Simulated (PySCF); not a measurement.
# C6H9FGaN: the cost of one run

Programs: PySCF 2.14.0, with density-fitted response routines of our own. Each step states its level of theory. These are calculated values for one molecule, in the gas phase or a continuum, unless marked as measured. Atoms are numbered from 0 throughout.

**1. The starting structure**

18 atoms, charge 0, multiplicity 1; geometry from: UFF. The atoms were then displaced at random by about 0.03 Å, so the start is not that level's minimum.

Bonds of the start (Å): F0–C1 1.39, C1–C2 1.47, C2–C3 1.39, C3–C4 1.30, C4–C5 1.39, C5–N6 1.39, N6–Ga7 1.93, N6–C8 1.39, C8–C2 1.46, C1–H9 1.12, C1–H10 1.13, C3–H11 1.15, C4–H12 1.14, C5–H13 1.05, Ga7–H14 1.66, Ga7–H15 1.55, Ga7–H16 1.60, C8–H17 1.07.

**2. Optimising the geometry at PBE0-D3(BJ)/def2-SVP**

What the job is given:

```
{"job": {"xc": "PBE0", "basis": "def2-SVP", "d3": "d3bj", "grid": 1, "shake": 0.03, "kind": "geom"}, "charge": 0, "multiplicity": 1}
F     -2.585680    -2.032160    -0.861380
C     -2.422030    -1.273180     0.289200
C     -1.335950    -0.303280     0.054800
C     -1.425370     1.008580    -0.392860
C     -0.470340     1.853220    -0.649710
C      0.833520     1.450340    -0.404560
N      1.107600     0.163140     0.048880
Ga     2.935740    -0.405850     0.281560
C      0.048290    -0.685270     0.331520
H     -3.335900    -0.725900     0.625330
H     -2.180810    -1.988780     1.129670
H     -2.521670     1.339480    -0.542550
H     -0.733300     2.908610    -1.003520
H      1.619210     2.121150    -0.565940
H      2.923370    -1.566620     1.461220
H      3.433660    -1.015580    -1.055570
H      3.817370     0.863270     0.708960
H      0.235970    -1.694240     0.622690
```

Run with:

```bash
OMP_NUM_THREADS=1 python probes_run.py task.json out
```

This one command runs all jobs of the session in turn.

Q: Estimate the wall time and peak memory of this first job on 1 thread of Intel Xeon at 2.50GHz, shared host.

About 6.9 min, with a peak of 0.91 GiB.
